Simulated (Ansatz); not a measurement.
Crystal: TaTl.

```
CELL_PARAMETERS angstrom
3.47219 0.00000 0.00000
0.00000 3.47219 0.00000
0.00000 0.00000 4.29046
ATOMIC_POSITIONS crystal
Ta 0.50000 0.50000 0.50000
Tl 0.00000 0.00000 0.00000
```

The cell was built by a generator and needn't be a form met in nature.

| Property | Result |
| --- | --- |
| Program | Ansatz 0.2.0 |
| Task | single point |
| Functional | PBE |
| Potentials or basis | all-electron LAPW, scalar-relativistic |
| Cutoff | 186 eV (chosen from the basis error) |
| Basis error allowed | 0.001 eV/atom |
| k mesh | 8 × 8 × 6 |
| Occupations | fermi-dirac, width 0.05 eV |
| Spin | no spin polarisation |

On this cell: pressure -16.4 GPa; largest force under 0.003 eV/Å; band gap on the k mesh none (metal or under the smearing width).

The same run follows on a disturbed copy (atoms moved at random, drawn with an rms of 0.05 Å):

```
Ta Tl
1.0
     3.47219    0.00000    0.00000
     0.00000    3.47219    0.00000
     0.00000    0.00000    4.29046
Ta Tl
1 1
Direct
  0.50335 0.49423 0.49994
  0.00587 0.00392 0.00119
```

Task: What does the disturbed cell give?

Result: The energy (extrapolated to zero smearing) moves by +0.3 meV/atom; pressure -16.4 GPa; largest force 0.033 eV/Å; band gap on the k mesh none (metal or under the smearing width).

Forces on the atoms (eV/Å):
```
Ta   0.007  0.025  0.020
Tl  -0.007 -0.025 -0.020
```

Stress tensor (GPa, compression positive):
```
-18.47   0.00   0.00
  0.00 -18.48   0.00
  0.00   0.00 -12.14
```

Caveats: so large a pressure means that the cell lies far from this level's equilibrium, or that cutoff or potentials fall short (some runs).
